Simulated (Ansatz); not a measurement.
**MnS: a line through a two-coordinate scan**

The task here is to estimate one member of a computed series from the others.

Method: DFT PBEsol, scalar-relativistic, plane waves, PAW, in Ansatz 0.2.0.

29 further runs of the same task are left out: 29 set aside as unsound or not needed.

**The system as given**

Symmetry: F-43m, No. 216, cubic system. Conventional cell: a = 5.464 Å, b = 5.464 Å, c = 5.464 Å, α = 90.00°, β = 90.00°, γ = 90.00°. Mn (site symmetry -43m) has 4 S at 2.37 Å as nearest neighbours. Around S (site symmetry -43m) lie 4 Mn at 2.37 Å.

Structure file:

```
Mn S
1.0
     0.00000    2.73221    2.73221
     2.73221    0.00000    2.73221
     2.73221    2.73221    0.00000
Mn S
1 1
Direct
  0.00000 0.00000 0.00000
  0.75000 0.75000 0.75000
```

This cell was relaxed beforehand with the same method: volume 20.40 Å³/atom, gap on the mesh none (metal), site moments up to 3.9 μB.

**What is varied**

The energy is mapped over volume and a fixed ferromagnetic moment.

- volume per atom: 7 values from 15.3 to 25.5 Å³
- total spin moment of the cell, held fixed: 9 values from 0.00 to 3.50 μB

Nothing else is relaxed (shape and fractional coordinates fixed). Points are written as (first, second).

The first run:

Contents of input.yaml:

```yaml
crystal:
  lattice:
    - [0.0, 2.4823828122, 2.4823828122]
    - [2.4823828122, 0.0, 2.4823828122]
    - [2.4823828122, 2.4823828122, 0.0]
  atoms:
    - { symbol: Mn, position: [0.0, 0.0, 0.0], spin: 2.625 }
    - { symbol: S, position: [0.75, 0.75, 0.75] }
basis:
  ecutwfc: 520.0
kpoints:
  mp_grid: { grid: [16, 16, 16] }
hamiltonian:
  xc: pbesol
scf:
  occupations: { method: gaussian, width: 0.15 }
  lower_state_search: "off"
output:
  forces: true
  stress: true
  eigenvalues: true
  populations: true
magnetization:
  spin_polarized: true
  initial_magnetization: 2.625
  spin_locking: { lock_magnetization: hard }
```

On the command line:

```console
$ ansatz run input.yaml --threads 2 --pin off --max-ram 4096MiB --backend cpu --events-out ev --progress --plain --runs-dir out
```

Among the steps run: Grid point (15.3 Å³, 2.62 μB); Grid point (17.0 Å³, 2.62 μB); Point (18.7 Å³, 2.62 μB); Point (20.4 Å³, 2.62 μB); Grid point (22.1 Å³, 2.62 μB); Point (23.8 Å³, 2.62 μB); Point (25.5 Å³, 2.62 μB).

One table of the session follows, with a row left open; its other results are not shown here.

| volume per atom (Å³) | energy (meV/atom) | pressure (GPa) | absolute magnetic moment (μB per cell) |
| --- | --- | --- | --- |
| 15.3 | 41 | 11.6 | 2.65 |
| 17.0 | 0 | −2.6 | 2.72 |
| 18.7 | 74 | −10.6 | 2.80 |
| 20.4 | 212 | −15.1 | 2.87 |
| 22.1 | 386 | −17.4 | 2.94 |
| 23.8 | ? | ? | ? |
| 25.5 | 773 | −18.6 | 3.07 |

Estimate the missing values for volume per atom (Å³) = 23.8.

Worked estimate for «energy (meV/atom)». A straight line through the neighbours (22.1, 386) and (25.5, 773) gives 386 + (773 − 386) × (23.8 − 22.1) / (25.5 − 22.1) = 580; a parabola fitted to 3 rows on both sides gives 573.

The run gave: energy (meV/atom): 576; pressure (GPa): −18.4; absolute magnetic moment (μB per cell): 3.01. In «energy (meV/atom)» the line misses by +4 and the parabola by -3.

Energies count from the lowest point of the line.

Three points round the minimum, joined by a parabola, put the minimum at 16.75 Å³, with a curvature of about 40 meV/atom per (Å³)². The highest point computed, at 25.5 Å³, lies 773 meV/atom above the lowest. Without a U such compounds often come out metallic though many are antiferromagnetic insulators.

Caveats from the session: Warnings in the runs' records: stress scf threshold loose.
